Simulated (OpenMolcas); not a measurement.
# C7H14 (ethylcyclopentane): MN15/6-31G

What is the vertical electron affinity of C7H14 (ethylcyclopentane) at MN15/6-31G? 

The results are computed with OpenMolcas 26.06.

**1. The structure to begin with**

C7H14 has 21 atoms, charge 0, and is taken as a singlet. SMILES: `CCC1CCCC1`. The coordinates come from a GFN2-xTB relaxation. This is one conformer, not always the lowest.

Some bond lengths: C1–C2 1.524 Å, C2–C3 1.526 Å, C3–C4 1.531 Å, C4–C5 1.536 Å, C5–C6 1.541 Å, C3–C7 1.530 Å, C6–C7 1.529 Å, C1–H8 1.087 Å, C1–H9 1.088 Å, C1–H10 1.088 Å, C2–H11 1.093 Å, C2–H12 1.093 Å, C3–H13 1.095 Å, C4–H14 1.089 Å, C4–H15 1.092 Å, C5–H16 1.090 Å. Some angles: C1–C2–C3 112.7°, C2–C3–C4 114.3°, C2–C3–C7 113.2°, C4–C3–C7 102.2°, C3–C4–C5 105.2°, C4–C5–C6 106.1°, C5–C6–C7 105.5°, C3–C7–C6 104.0°, C1–C2–H11 109.4°, C1–C2–H12 109.1°.

**2. The energy at MN15/6-31G**

File job.inp:

```
&gateway
 baslib=$CurrDir
 coord
 21
 bohr
 C      3.28685734    -3.57596654    -1.60090038
 C      2.39641839    -0.86866930    -2.02161011
 C      0.79198422     0.12496759     0.15830236
 C     -1.75394930    -1.21430021     0.47120321
 C     -3.39920156     0.62960005     1.99335871
 C     -2.12660329     3.23683629     1.75228634
 C     -0.00659514     2.88302287    -0.17914604
 H      1.68690182    -4.85918507    -1.48468223
 H      4.36101546    -3.71682673     0.14635929
 H      4.49112311    -4.18481740    -3.15145846
 H      1.30245594    -0.77095157    -3.77057054
 H      4.04286117     0.35840546    -2.24652531
 H      1.86795648    -0.04871714     1.91784525
 H     -1.57537018    -3.03484346     1.41300492
 H     -2.57960844    -1.53404187    -1.39195337
 H     -3.49130681     0.05744767     3.96999333
 H     -5.32643875     0.66410645     1.26959360
 H     -1.32949792     3.80677769     3.56536518
 H     -3.45753740     4.69447654     1.16824759
 H      1.54791246     4.20050213     0.11406387
 H     -0.72933980     3.15221435    -2.09281499
 basis=6-31G
 group=NoSym

&seward
 gridinput
 Grid=Coarse
 End of Grid

&scf
 ksdft=2
 1.0 HYB_MGGA_X_MN15
 1.0 MGGA_C_MN15
 prorbitals=0
```

The basis set 6-31G is read from a file made from the Basis Set Exchange's data (not shown).

Command:

```
$ export MOLCAS_MEM=1860
$ pymolcas job.inp > job.log
```

The log of the run:

```text
--- Start Module: gateway ---
[...]
--- Stop Module: gateway /rc=_RC_ALL_IS_WELL_ ---
--- Start Module: seward ---
[...]
      Basis functions           91
--- Stop Module: seward /rc=_RC_ALL_IS_WELL_ ---
[...]
--- Start Module: scf ---
[...]
       Convergence after  10 Iterations
[...]
::    Total KS-DFT energy                            -274.7344091791
[...]
      Total spin, S                                     0.0000000000
[...]
      Total electronic charge=   56.000000
      Total            charge=   -0.000000
[...]
      Dipole Moment (debye):
      Origin of the operator (angstrom)=   -0.0481    0.0721    0.0340
                   X=  2.3312E-02               Y=  1.2954E-02               Z=  5.5448E-02           Total=  6.1528E-02
      Quadrupole Moment (debye*angstrom):
[...]
--- Stop Module: scf /rc=_RC_ALL_IS_WELL_ ---
[...]
```

Wall time 9.3 s (1 thread of Arm Neoverse V1, shared host); peak memory 0.5 GiB.

**3. The doublet anion, same level**

File job.input:

```
>>> EXPORT MOLCAS_PRINT=2

&GATEWAY
 BasLib=$CurrDir
 Coord
 21
 bohr
 C      3.28685734    -3.57596654    -1.60090038
 C      2.39641839    -0.86866930    -2.02161011
 C      0.79198422     0.12496759     0.15830236
 C     -1.75394930    -1.21430021     0.47120321
 C     -3.39920156     0.62960005     1.99335871
 C     -2.12660329     3.23683629     1.75228634
 C     -0.00659514     2.88302287    -0.17914604
 H      1.68690182    -4.85918507    -1.48468223
 H      4.36101546    -3.71682673     0.14635929
 H      4.49112311    -4.18481740    -3.15145846
 H      1.30245594    -0.77095157    -3.77057054
 H      4.04286117     0.35840546    -2.24652531
 H      1.86795648    -0.04871714     1.91784525
 H     -1.57537018    -3.03484346     1.41300492
 H     -2.57960844    -1.53404187    -1.39195337
 H     -3.49130681     0.05744767     3.96999333
 H     -5.32643875     0.66410645     1.26959360
 H     -1.32949792     3.80677769     3.56536518
 H     -3.45753740     4.69447654     1.16824759
 H      1.54791246     4.20050213     0.11406387
 H     -0.72933980     3.15221435    -2.09281499
 Basis=6-31G
 Group=NoSym

&SEWARD
 GridInput
 Grid=Coarse
 End of Grid

&SCF
 UHF
 Charge=-1
 Spin=2
 KSDFT=2
 1.0 HYB_MGGA_X_MN15
 1.0 MGGA_C_MN15
 PrOrbitals=0
```

The basis set 6-31G is read from a file made from the Basis Set Exchange's data (not shown).

Command:

```
$ export MOLCAS_MEM=1860
$ pymolcas job.input > job.log
```

The log of the run:

```text
--- Start Module: gateway ---
[...]
--- Stop Module: gateway /rc=_RC_ALL_IS_WELL_ ---
--- Start Module: seward ---
[...]
      Basis functions           91
--- Stop Module: seward /rc=_RC_ALL_IS_WELL_ ---
[...]
--- Start Module: scf ---
[...]
       Convergence after  20 Iterations
[...]
::    Total KS-DFT energy                            -274.5792213458
[...]
      Total spin, S                                     0.5002390492
[...]
      Total electronic charge=   57.000000
      Total            charge=   -1.000000
[...]
      Dipole Moment (debye):
      Origin of the operator (angstrom)=   -0.0481    0.0721    0.0340
                   X= -1.9896E-01               Y= -1.4203E-03               Z= -1.3207E+00           Total=  1.3356E+00
      Center of Charge (angstrom)
[...]
--- Stop Module: scf /rc=_RC_ALL_IS_WELL_ ---
[...]
```

It took 18 s on 1 thread of Arm Neoverse V1, shared host; peak memory 0.5 GiB.

**4. Summary of results**

At MN15/6-31G:

```
                                         quantity          value
                      singlet C7H14: total energy  -274.73441 Eh
                     singlet C7H14: dipole moment         0.06 D
                       singlet C7H14: HOMO energy       -9.16 eV
                       singlet C7H14: LUMO energy        3.23 eV
                     singlet C7H14: HOMO–LUMO gap       12.39 eV
                      doublet anion: total energy  -274.57922 Eh
doublet anion: HOMO energy (highest over α and β)        5.27 eV
 doublet anion: LUMO energy (lowest over α and β)        7.41 eV
                              doublet anion: ⟨S²⟩          0.750
vertical electron affinity (to the doublet anion)      -4.223 eV
```

This program's gradients are faulty for this kind of reference, so any forces in the log (doublet anion) can't be trusted; the energy can. The anion lies 4.22 eV (97 kcal/mol) above the neutral: the electron isn't bound at this level, and such a value depends on the basis. Without diffuse functions anions come out too high. Mulliken charges (singlet C7H14) run from -0.38 on C1 to +0.13 on H8. Mulliken charges (doublet anion) run from -0.31 on C1 to +0.06 on H8; they depend strongly on the basis. The HOMO (doublet anion) lies at positive energy, 5.27 eV; only total energies tell whether the electron is bound.
